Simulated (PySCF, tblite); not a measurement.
**C4H9BO3: geometry, infrared bands and NMR shifts**

What infrared bands and NMR shifts should C4H9BO3 (`C/C=C(/CO)B(O)O`) show?

Computed with tblite 0.8.0 and PySCF 2.14.0, with density-fitted response routines of our own, on a single molecule in the gas phase. Atoms count from 0, in the outputs and in this text.

## Step 1: Starting geometry

17 atoms, charge 0, multiplicity 1; geometry from: force field or distance geometry start.

Bonds of the start (Å): C0–C1 1.46, C1–C2 1.32, C2–C3 1.51, C3–O4 1.43, C2–B5 1.56, B5–O6 1.44, B5–O7 1.47, C0–H8 1.08, C0–H9 1.13, C0–H10 1.12, C1–H11 1.10, C3–H12 1.10, C3–H13 1.09, O4–H14 0.97, O6–H15 0.98, O7–H16 1.01.

## Step 2: Relaxing the molecule with GFN2-xTB

What the job is given:

```
{"job": {"kind": "relax", "xc": "GFN2-xTB", "basis": "xTB"}, "charge": 0, "multiplicity": 1}
C      2.161000     0.056400    -0.392600
C      0.928400    -0.715500    -0.539200
C     -0.222700    -0.322400    -0.032300
C     -1.393900    -1.239800    -0.276900
O     -1.917000    -1.653000     0.986000
B     -0.423100     1.016200     0.734300
O      0.470600     2.150400     0.756200
O     -1.829800     1.447500     0.807000
H      2.117900     1.128100    -0.554800
H      2.733800    -0.172500     0.550900
H      2.843200    -0.313100    -1.207000
H      0.980500    -1.684200    -1.064000
H     -2.137400    -0.632500    -0.820000
H     -1.122800    -2.103800    -0.890200
H     -1.219400    -1.610800     1.660400
H      0.094000     2.987300     0.417100
H     -2.070300     1.673700    -0.144800
```

Run with:

```sh
$ OMP_NUM_THREADS=1 python probes_run.py task.json out
```

One launch serves the whole session: the jobs run in the order shown.

**Question.** This job is followed by: GFN2-xTB harmonic vibrations, gas phase; GIAO PBE0/pcSseg-1 NMR shielding, non-relativistic, gas phase. Predict these results of the whole session: strongest single infrared mode (GFN2-xTB); zero-point energy (GFN2-xTB); ¹³C shifts against TMS (PBE0/pcSseg-1); ¹H shifts against TMS (PBE0/pcSseg-1, means over atoms taken as alike); ¹⁷O shifts against H2O (PBE0/pcSseg-1, means over atoms taken as alike); ¹¹B shifts against BF3·OEt2 (PBE0/pcSseg-1).

The runs gave:

| quantity | value |
| --- | --- |
| strongest single infrared mode (GFN2-xTB) | 1239 cm⁻¹, 396 km/mol |
| zero-point energy (GFN2-xTB) | 84.0 kcal/mol |
| ¹³C shifts against TMS (PBE0/pcSseg-1) | 154.9, 139.4, 77.1, 20.6 ppm |
| ¹H shifts against TMS (PBE0/pcSseg-1, means over atoms taken as alike) | 6.60, 5.68, 4.44, 2.36, 0.56 ppm |
| ¹⁷O shifts against H2O (PBE0/pcSseg-1, means over atoms taken as alike) | 127.2, 55.8 ppm |
| ¹¹B shifts against BF3·OEt2 (PBE0/pcSseg-1) | 25.6 ppm |

The optimisation took 106 steps and gained 1.837 eV; among the close pairs (by a distance rule), B5–O7 changed most, from 1.473 to 1.357 Å. No mode is imaginary among the 45: a minimum at this level. The strongest single mode, at 1239 cm⁻¹, has its largest shares on B5, H11 and O7 (the list is cut at 3 atoms). GFN2-xTB is a fitted tight-binding method: band positions and strengths are rough. Its intensities can rank the bands wrongly. The most deshielded hydrogen is H11 (hydrogen on an alkene CH), at 6.60 ppm: olefinic region. At PBE0/pcSseg-1: The largest span, 225 ppm, is at C1, where the paramagnetic term is -224 ppm.
